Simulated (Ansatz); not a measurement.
# C2H7AlO2: up Jacob's ladder to CCSD(T)

One table from this session's results is given with a row withheld; the runs are named, their logs left out.

Program: Ansatz 0.2.0, Gaussian basis. Level of theory: functionals in def2-TZVPP, the program's frozen cores in correlated methods. These are calculated values, not measurements.

Plan: PBE-D4, r2SCAN-D4, PBE0-D4, B3LYP-D4, ωB97X-V, ωB97M-V, B2PLYP; CCSD(T)/def2-TZVPP; MP2/def2-QZVPP; extrapolation to the limit.

## The relaxed structure

An earlier PBE0-D4 in a triple-zeta def2 set relaxation fixed the geometry.

12 atoms, charge 0, spin multiplicity 1.

Atoms are counted from 1 here; the program's logs count them from 0.

Bond lengths: C1–C2 1.498 Å, C1–H6 1.096 Å, C1–H7 1.092 Å, C1–H8 1.094 Å, C2–O3 1.537 Å, C2–Al4 1.948 Å, C2–H9 1.092 Å, O3–Al4 1.963 Å, O3–H10 0.961 Å, Al4–O5 1.702 Å, Al4–H11 1.579 Å, O5–H12 0.954 Å. Angles: C2–C1–H6 113.0°, C2–C1–H7 111.9°, C2–C1–H8 108.5°, H6–C1–H7 108.1°, H6–C1–H8 107.8°, H7–C1–H8 107.3°, C1–C2–O3 109.3°, C1–C2–Al4 129.6°, C1–C2–H9 111.9°, O3–C2–Al4 67.4°, O3–C2–H9 107.1°, Al4–C2–H9 117.0°, C2–O3–Al4 66.3°, C2–O3–H10 111.9°, Al4–O3–H10 124.0°, C2–Al4–O3 46.3°, C2–Al4–O5 123.2°, C2–Al4–H11 119.6° and more.

Set-up of the first run:

in.yaml reads:

```yaml
crystal:
  periodic: [false, false, false]
  atoms:
    - {symbol: C, position_ang: [-0.666924, 0.508419, 1.379394]}
    - {symbol: C, position_ang: [0.046112, -0.504041, 0.536649]}
    - {symbol: O, position_ang: [1.336015, 0.118293, -0.021497]}
    - {symbol: Al, position_ang: [0.166398, -0.642850, -1.402588]}
    - {symbol: O, position_ang: [-0.514482, 0.502347, -2.461769]}
    - {symbol: H, position_ang: [-0.093208, 0.809578, 2.263328]}
    - {symbol: H, position_ang: [-0.914174, 1.409257, 0.813100]}
    - {symbol: H, position_ang: [-1.608522, 0.071643, 1.724377]}
    - {symbol: H, position_ang: [0.337950, -1.382766, 1.114995]}
    - {symbol: H, position_ang: [2.121089, -0.319972, 0.318420]}
    - {symbol: H, position_ang: [0.842779, -1.913021, -2.052448]}
    - {symbol: H, position_ang: [-0.976131, 1.288014, -2.178059]}
basis:
  gaussian: {orbitals: def2-TZVPP}
hamiltonian: {xc: pbe, dispersion: d4}
output: {forces: true, orbitals: {seedname: orbitals}}
```

Command:

```sh
ansatz run in.yaml --threads 4 --pin off --events-out ev --progress --plain --max-ram 10444MiB
```

Steps of the session up to this table: PBE-D4 (GGA); r2SCAN-D4 (meta-GGA); PBE0-D4 (hybrid); B3LYP-D4 (hybrid); ωB97X-V (range-separated); ωB97M-V (range-separated); B2PLYP (double hybrid); CCSD(T) in def2-TZVPP; MP2 in def2-QZVPP.

One of the session's tables, all rows but one given; the rest of the session is left out.

```
            method  atomisation energy (kJ/mol)
            PBE-D4                            ?
         r2SCAN-D4                       4447.2
           PBE0-D4                       4412.5
          B3LYP-D4                       4420.5
           ωB97X-V                       4439.7
           ωB97M-V                       4447.6
            B2PLYP                       4385.2
     HF/def2-TZVPP                       3194.5
    MP2/def2-TZVPP                       4410.5
   CCSD/def2-TZVPP                       4267.7
CCSD(T)/def2-TZVPP                       4331.0
           MP2/CBS                       4529.4
       CCSD(T)/CBS                       4449.8
```

**Question.** Estimate the row for PBE-D4.

As computed: atomisation energy (kJ/mol): 4498.8. In the column «atomisation energy (kJ/mol)» it lies between CCSD(T)/CBS (4449.8) and MP2/CBS (4529.4).

Limits of these values: Free atoms (2 C, 2 O, 1 Al, 7 H) were run apart at each level; the atomisation energy is their sum less the molecule, without zero-point or spin-orbit terms.
